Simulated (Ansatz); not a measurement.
# TaW2: the cost of one run

Program: Ansatz 0.2.0. Level of theory: DFT PBE, scalar-relativistic, plane waves, PAW. These are calculated values, not measurements.

1 further run of the same task is left out (it didn't finish).

### 1 The starting structure

The structure is orthorhombic, space group Fmmm (No. 69). Conventional cell: a = 3.248 Å, b = 4.594 Å, c = 13.782 Å, α = 90.00°, β = 90.00°, γ = 90.00°. Ta (site symmetry mmm) has 4 Ta at 2.81 Å and 4 W at 2.81 Å as nearest neighbours. W (site symmetry mm2) is surrounded by 6 W at 2.81 Å and 2 Ta at 2.81 Å.

Coordinates:

```cif
data_structure
_symmetry_space_group_name_H-M 'P 1'
_symmetry_Int_Tables_number 1
_cell_length_a 7.2636
_cell_length_b 7.0797
_cell_length_c 2.8132
_cell_angle_alpha 82.389
_cell_angle_beta 75.037
_cell_angle_gamma 22.575
_cell_volume 51.42
loop_
_atom_site_label
_atom_site_type_symbol
_atom_site_fract_x
_atom_site_fract_y
_atom_site_fract_z
_atom_site_occupancy
Ta1 Ta 0.50000 0.50000 0.50000 1
W1 W 0.83333 0.83333 0.16667 1
W2 W 0.16667 0.16667 0.83333 1
```

The start is an ordering of an alloy on its end members' structure types: elements ordered on the sites of the Nb type, Ta/W on Nb (Fmmm, No. 69).

### 2 Probe: one point on a coarse mesh

Input file input.yaml:

```yaml
crystal:
  lattice:
    - [0.0, 2.29695288, 6.89085864]
    - [1.62419096, 0.0, 6.89085864]
    - [1.62419096, 2.29695288, 0.0]
  atoms:
    - { symbol: Ta, position: [0.5, 0.5, 0.5] }
    - { symbol: W, position: [0.83333333, 0.83333333, 0.16666667] }
    - { symbol: W, position: [0.16666667, 0.16666667, 0.83333333] }
basis:
  ecutwfc: 420
kpoints:
  mp_grid: { grid: [6, 6, 6] }
hamiltonian:
  xc: pbe
scf:
  occupations: { method: gaussian, width: 0.1 }
  lower_state_search: "off"
output:
  forces: true
  stress: true
  eigenvalues: true
```

Started as:

```bash
$ ansatz run input.yaml --threads 1 --pin off --max-ram 2560MiB --backend cpu --events-out ev --progress --plain --runs-dir out
```

**Question.** How long does this run take on 1 thread of Arm Neoverse V2, shared host, and how much memory does it need?

About 2.8 s, with a peak of 0.34 GiB.
